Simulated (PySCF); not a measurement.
**SbH: bond curves at several levels of theory**

Aim: find the lowest electronic state of SbH, scan its bond at several levels of theory, and get bond length, wavenumber and dissociation energy from each curve.

Method: Sb aug-cc-pVDZ-PP with ECP28, H aug-cc-pVDZ, scalar-relativistic core potentials; program: PySCF 2.14.0.

## (1) Input

Settings of the job:

```
atoms                         : Sb, H
charge                        : 0
basis                         : Sb aug-cc-pVDZ-PP with ECP28, H aug-cc-pVDZ
Hamiltonian                   : scalar-relativistic core potentials
basis functions               : 41
electrons treated             : 24
masses in u                   : 120.9038, 1.0078
levels                        : PBE0, PBE, r²SCAN, BLYP, TPSSh, BHandHLYP, LC-ωPBE, HF, MP2, SCS-MP2, CCSD, CCSD(T)
grid                          : 80 radial by 434 angular points
occupations                   : held fixed by the projection of orbital angular momentum
dissociation limit            : Sb + H, each in its ground configuration
starting distance in angstrom : 1.685
values of 2S to try           : 0, 2, 4
```

On the command line:

```sh
$ OMP_NUM_THREADS=1 python dia.py task.json out
```

Further steps of the session: PBE0 along the bond; Other states along the same grid; PBE; r²SCAN; BLYP (GGA); TPSSh; BHandHLYP; LC-ωPBE (range-separated hybrid); UHF (mean field); Adding correlation.

Before running it: what results should come out? Wanted: for each run, Re; ωe; De; μ.

As calculated:

Lowest PBE0 solution found, without spin–orbit coupling: ³Σ⁻ (triplet), unpaired electrons π ↑↑. State 2 has its PBE0 minimum 0.34 eV higher, as a spin-mixed determinant (⟨S²⟩ = 1.01), so this is no gap between pure states. State 3 has its PBE0 minimum 1.31 eV higher. The other levels ran on the lowest alone.

```tsv
level	Re (Å)	ωe (cm⁻¹)	De (eV)	μ (D)
UHF	1.709	2016	1.57	-0.10
UHF-MP2	1.712	1963	2.18	n/a
UHF-SCS-MP2	1.717	1948	2.27	n/a
UHF-CCSD	1.723	1898	2.35	n/a
UHF-CCSD(T)	1.726	1884	2.38	n/a
PBE	1.742	1845	2.59	-0.30
BLYP	1.749	1811	2.70	-0.38
r²SCAN	1.725	1912	2.60	-0.21
TPSSh	1.727	1914	2.71	-0.26
PBE0	1.724	1924	2.53	-0.22
BHandHLYP	1.714	1971	2.60	-0.21
LC-ωPBE	1.706	2010	2.49	-0.11
```

De is counted to Sb + H in their ground configurations. A positive dipole means Sb(−)H(+).

Differences from CCSD(T) in the same basis:

```tsv
level	Re (mÅ)	ωe (%)
UHF	-16	+7.0
UHF-MP2	-14	+4.2
UHF-SCS-MP2	-9	+3.4
UHF-CCSD	-2	+0.7
PBE	+16	-2.1
BLYP	+23	-3.9
r²SCAN	-1	+1.5
TPSSh	+1	+1.6
PBE0	-2	+2.2
BHandHLYP	-12	+4.6
LC-ωPBE	-19	+6.7
```

**Reading.** Judged by CCSD(T) in the same basis: best bond length r²SCAN and TPSSh (1 mÅ off), worst BLYP (+23 mÅ); best wavenumber UHF-CCSD (+0.7 %), worst UHF (+7.0 %). Hartree–Fock makes the bond too short and too stiff against this reference, as it mostly does. PBE has the long and soft bond that GGAs tend to give. CCSD(T) in a basis this small is itself some way from its limit, more so than the functionals. Of the levels with a De here, UHF gives the least (1.57 eV) and TPSSh the most (2.71 eV).

Correlated steps freeze 4 core orbitals. Spin–orbit coupling is left out, which matters for elements this heavy, above all for dissociation energies. With spin–orbit coupling the term label itself may not hold.
